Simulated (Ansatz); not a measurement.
**(H2Ga-mu-H)3 (Ga₃H₉): trial inputs and their diagnosis**

Aim: try 2 inputs for (H2Ga-mu-H)3 (Ga₃H₉) as typed, read how each ends, and find what has to change.

The runs use Ansatz 0.2.0, Gaussian basis; the settings change from run to run.

**1. The molecule**

The structure was relaxed beforehand with PBE-D4/def2-SVP.

12 atoms, charge 0, spin multiplicity 1.

Atoms are counted from 1 here; the program's logs count them from 0.

Bond lengths: Ga1–H2 1.568 Å, Ga1–H3 1.567 Å, Ga1–H4 1.726 Å, Ga1–H12 1.721 Å, H4–Ga5 1.726 Å, Ga5–H6 1.568 Å, Ga5–H7 1.568 Å, Ga5–H8 1.726 Å, H8–Ga9 1.726 Å, Ga9–H10 1.568 Å, Ga9–H11 1.567 Å, Ga9–H12 1.721 Å. Angles: H2–Ga1–H3 131.6°, H2–Ga1–H4 102.1°, H2–Ga1–H12 104.0°, H3–Ga1–H4 108.5°, H3–Ga1–H12 106.0°, H4–Ga1–H12 100.6°, Ga1–H4–Ga5 127.5°, H4–Ga5–H6 102.7°, H4–Ga5–H7 107.8°, H4–Ga5–H8 100.0°, H6–Ga5–H7 131.6°, H6–Ga5–H8 107.9°, H7–Ga5–H8 102.8°, Ga5–H8–Ga9 127.6°, H8–Ga9–H10 102.2°, H8–Ga9–H11 108.5°, H8–Ga9–H12 100.6°, H10–Ga9–H11 131.6° and more.

Geometry (Å):

```
Ga   -0.50769    1.66415   -0.43392
H     0.25435    3.00752   -0.16176
H    -1.84752    1.36251   -1.18952
H     0.73432    0.67162   -1.10452
Ga    0.74677   -1.04907   -1.23776
H     2.24691   -1.40666   -0.95451
H    -0.21421   -1.44659   -2.41121
H    -0.17005   -1.46467    0.16404
Ga   -0.23650   -0.61967    1.66716
H    -1.55453   -1.18173    2.30431
H     1.22034   -0.49256    2.23153
H    -0.67219    0.95514    1.12615
```

**2. Try 1**

Input file in.yaml:

```yaml
crystal:
  periodic: [false, false, false]
  atoms:
    - {symbol: Ga, position_ang: [-0.355381, 0.998490, -0.260350]}
    - {symbol: H, position_ang: [0.152610, 1.804511, -0.097058]}
    - {symbol: H, position_ang: [-1.293261, 0.817509, -0.832661]}
    - {symbol: H, position_ang: [0.440589, 0.402969, -0.662712]}
    - {symbol: Ga, position_ang: [0.522737, -0.734347, -0.742654]}
    - {symbol: H, position_ang: [1.572838, -0.843997, -0.572708]}
    - {symbol: H, position_ang: [-0.149947, -0.867953, -1.687849]}
    - {symbol: H, position_ang: [-0.102028, -0.878801, 0.114829]}
    - {symbol: Ga, position_ang: [-0.141899, -0.371800, 1.000296]}
    - {symbol: H, position_ang: [-0.932718, -0.827209, 1.613016]}
    - {symbol: H, position_ang: [0.732202, -0.344792, 1.562070]}
    - {symbol: H, position_ang: [-0.403315, 0.573085, 0.675689]}
basis:
  gaussian: {orbitals: def2-mTZVPP}
total_charge: 1
magnetization: {spin_polarized: true, initial_magnetization: 1}
hamiltonian: {xc: {name: r2SCAN0}}
scf: {lower_state_search: full}
output: {forces: true}
```

Started as:

```
$ ansatz run in.yaml --threads 2 --pin off --events-out ev --progress --plain --max-ram 4352MiB
```

Standard output, cut to the lines that bear on the results:

```text
Functional definition: r2SCAN0
  name "r2SCAN0"
  cite "Bursch, Neugebauer, Ehlert & Grimme, J. Chem. Phys. 156, 134105 (2022) doi:10.1063/5.0086040"
  cite "Furness, Kaplan, Ning, Perdew & Sun, J. Phys. Chem. Lett. 11, 8208 (2020) doi:10.1021/acs.jpclett.0c02405"
  cite "Furness, Kaplan, Ning, Perdew & Sun, J. Phys. Chem. Lett. 11, 9248 (2020) doi:10.1021/acs.jpclett.0c03077"
  parent r2scan
[...]
1410 factors; integrals over basis functions are off by at most 7.7e-4 eV
[...]
mean field -157203.99803692 eV, -5777.1403711597 hartree, gradient 1.6e-5 eV, S^2 0.758111; 8 other end points of the search recorded, 0 dependent functions left out
[...]
reference -157203.99805376 eV, -5777.1403717786 hartree; 51, 50 occupied and 102, 103 virtual orbitals, 1410 factors
Total energy: -157203.99805376 eV, -5777.1403717786 hartree
Atom 0 at    -0.355381     0.998490    -0.260350 Å, force   -24.350585    14.160104   -20.140049 eV/Å
Atom 1 at     0.152610     1.804511    -0.097058 Å, force    19.522119    32.363640     5.887526 eV/Å
Atom 2 at    -1.293261     0.817509    -0.832661 Å, force   -16.214669    -2.487145    -9.674799 eV/Å
Atom 3 at     0.440589     0.402969    -0.662712 Å, force    15.406518     4.622107    -8.899729 eV/Å
Atom 4 at     0.522737    -0.734347    -0.742654 Å, force     7.480918   -17.632438   -23.680570 eV/Å
Atom 5 at     1.572838    -0.843997    -0.572708 Å, force    23.018860    -4.001231     3.134659 eV/Å
Atom 6 at    -0.149947    -0.867953    -1.687849 Å, force    -7.198921    -2.400762   -12.249942 eV/Å
Atom 7 at    -0.102028    -0.878801     0.114829 Å, force   -11.921433   -19.656066    -6.297063 eV/Å
Atom 8 at    -0.141899    -0.371800     1.000296 Å, force    -5.145079   -10.970993    26.993706 eV/Å
Atom 9 at    -0.932718    -0.827209     1.613016 Å, force   -13.828277    -8.744370    12.020626 eV/Å
Atom 10 at     0.732202    -0.344792     1.562070 Å, force    22.211366     0.384945    15.491239 eV/Å
Atom 11 at    -0.403315     0.573085     0.675689 Å, force    -8.980817    14.362210    17.414395 eV/Å
Dipole moment:    -0.008067    -0.239537     0.203127 e Å
```

It took 42 s on 2 threads of Arm Neoverse V2, shared host; peak memory 0.8 GiB.

Diagnosis: The run converged, but a converged run isn't a right one. The geometry is squeezed well below its size. The shortest distance is 0.97 Å (Ga1–H2), against 1.57 Å in the relaxed molecule. It also asks for charge 1 and multiplicity 2, another species or state than the molecule above. Its energy is no property of the relaxed molecule. To mend it, use the relaxed coordinates, and set charge and spin to those of the species named.

**3. Try 2**

Input file in.yaml:

```yaml
crystal:
  periodic: [false, false, false]
  atoms:
    - {symbol: Ga, position_ang: [-0.507687, 1.664149, -0.433916]}
    - {symbol: H, position_ang: [0.254350, 3.007518, -0.161763]}
    - {symbol: H, position_ang: [-1.847515, 1.362514, -1.189515]}
    - {symbol: H, position_ang: [0.734315, 0.671616, -1.104519]}
    - {symbol: Ga, position_ang: [0.746766, -1.049067, -1.237757]}
    - {symbol: H, position_ang: [2.246912, -1.406662, -0.954513]}
    - {symbol: H, position_ang: [-0.214210, -1.446588, -2.411213]}
    - {symbol: H, position_ang: [-0.170046, -1.464668, 0.164041]}
    - {symbol: Ga, position_ang: [-0.236499, -0.619667, 1.667160]}
    - {symbol: H, position_ang: [-1.554529, -1.181727, 2.304309]}
    - {symbol: H, position_ang: [1.220336, -0.492560, 2.231528]}
    - {symbol: H, position_ang: [-0.672192, 0.955141, 1.126148]}
basis:
  gaussian: {orbitals: "6-31G*", nuclear_model: gaussian}
magnetization: {spin_polarized: true, initial_magnetization: 1}
hamiltonian: {xc: {name: HF}}
correlation: {method: rpa, electrons: all}
scf: {omitted_lower_state_checks: [starts]}
```

The command is unchanged.

Standard output:

```text
Error: a molecule whose nuclei and cores have a total charge of 102 cannot have a net charge of 0 together with 1 unpaired electrons
```

It took 0.05 s on 2 threads of Arm Neoverse V2, shared host.

What is wrong: Refused before any calculation. The number of unpaired electrons doesn't fit the electron count. To mend it, make charge and initial_magnetization agree: an even electron count takes an even number of unpaired electrons.

**4. Summary**

| try | level | ended | cause | time |
| --- | --- | --- | --- | --- |
| 1 | r2SCAN0/def2-mTZVPP | converged | the geometry is squeezed well below its size | 42 s |
| 2 | RPA/6-31G* | refused | the number of unpaired electrons doesn't fit the electron count | 0.05 s |

1 converged, 1 refused. A refusal costs next to no computing time. The dangerous case is the input that converges on a wrong geometry, charge, spin, basis or grid: often only a look at the input shows it.
